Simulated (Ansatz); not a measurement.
# AsBCl₃H₃: up Jacob's ladder to CCSD(T)

An exercise on one series of results from a longer session: the logs are not shown, and one member is left open.

Computed with Ansatz 0.2.0, Gaussian basis. Level: functionals in def2-TZVPP, the program's frozen cores in correlated methods.

Levels to be run: LDA (SPW92), PBE-D4, revPBE-D4, BLYP-D4, r2SCAN-D4, B97M-V, PBE0-D4, B3LYP-D4, r2SCANh-D4, r2SCAN0-D4, HSE06-D4, BHLYP-D4, CAM-B3LYP-D4, LC-ωPBE, ωB97X-V, ωB97M-V, B2PLYP, PBE-QIDH; CCSD(T)/def2-SVP; CCSD(T)/def2-TZVPP; MP2/def2-QZVPP; extrapolation to the limit; RPA on PBE.

### The relaxed structure

All runs share one geometry, relaxed beforehand with PBE0-D4 in a triple-zeta def2 set.

SMILES `Cl[B-](Cl)(Cl)[AsH3+]`, 8 atoms, charge 0, spin multiplicity 1.

Atoms are counted from 1 here; the program's logs count them from 0.

Bond lengths: Cl1–B2 1.814 Å, B2–Cl3 1.814 Å, B2–Cl4 1.814 Å, B2–As5 2.148 Å, As5–H6 1.503 Å, As5–H7 1.503 Å, As5–H8 1.503 Å. Angles: Cl1–B2–Cl3 114.6°, Cl1–B2–Cl4 114.6°, Cl1–B2–As5 103.7°, Cl3–B2–Cl4 114.6°, Cl3–B2–As5 103.7°, Cl4–B2–As5 103.7°, B2–As5–H6 116.7°, B2–As5–H7 116.7°, B2–As5–H8 116.7°, H6–As5–H7 101.4°, H6–As5–H8 101.4°, H7–As5–H8 101.4°.

The first run:

File in.yaml:

```yaml
crystal:
  periodic: [false, false, false]
  atoms:
    - {symbol: Cl, position_ang: [-1.525241, -1.674440, 0.709764]}
    - {symbol: B, position_ang: [0.059099, -1.172051, -0.017906]}
    - {symbol: Cl, position_ang: [1.511492, -1.553244, 1.000544]}
    - {symbol: Cl, position_ang: [0.243707, -1.577948, -1.776709]}
    - {symbol: As, position_ang: [-0.028587, 0.974243, 0.002445]}
    - {symbol: H, position_ang: [-0.184424, 1.631205, 1.345269]}
    - {symbol: H, position_ang: [-1.148599, 1.611440, -0.771230]}
    - {symbol: H, position_ang: [1.164653, 1.703795, -0.547975]}
basis:
  gaussian: {orbitals: def2-TZVPP}
hamiltonian: {xc: lda}
output: {orbitals: {seedname: orbitals}}
```

Launch:

```console
$ ansatz run in.yaml --threads 4 --pin off --events-out ev --progress --plain --max-ram 10444MiB
```

Steps of the session up to this table: LDA; PBE-D4 (GGA); revPBE-D4 (GGA); BLYP-D4 (GGA); r2SCAN-D4 (meta-GGA); B97M-V (meta-GGA); PBE0-D4 (hybrid); B3LYP-D4 (hybrid); r2SCANh-D4 (hybrid); r2SCAN0-D4 (hybrid); HSE06-D4 (hybrid); BHLYP-D4 (hybrid); CAM-B3LYP-D4 (range-separated); LC-ωPBE (range-separated); ωB97X-V (range-separated); ωB97M-V (range-separated); B2PLYP (double hybrid); PBE-QIDH (double hybrid).

One table of the session follows, with a row left open; its other results are not shown here.

It belongs to the step «Frontier levels by functional». 

```
  functional  HOMO (eV)  gap (eV)
 LDA (SPW92)      -6.95      5.50
      PBE-D4      -6.82      5.57
   revPBE-D4      -6.76      5.59
     BLYP-D4      -6.66      5.42
   r2SCAN-D4      -7.16      6.31
      B97M-V      -7.28      6.20
     PBE0-D4      -8.18      7.83
    B3LYP-D4      -7.93      7.24
  r2SCANh-D4      -7.67      7.13
  r2SCAN0-D4          ?         ?
    HSE06-D4      -7.79      7.07
    BHLYP-D4      -9.28      9.73
CAM-B3LYP-D4      -9.48     10.01
     LC-ωPBE     -10.75     12.55
     ωB97X-V     -10.43     12.08
     ωB97M-V     -10.29     11.65
```

Q: Estimate the row for r2SCAN0-D4 from the others.

Worked estimate for «HOMO (eV)». Against the share of exact exchange, r2SCAN-D4 (0, -7.16), r2SCANh-D4 (0.1, -7.67) give a slope of -5.10 per unit share; at 0.25 the line stands at -8.43.

As computed: HOMO (eV): -8.38; gap (eV): 8.30. In «HOMO (eV)» the line misses by -0.05.
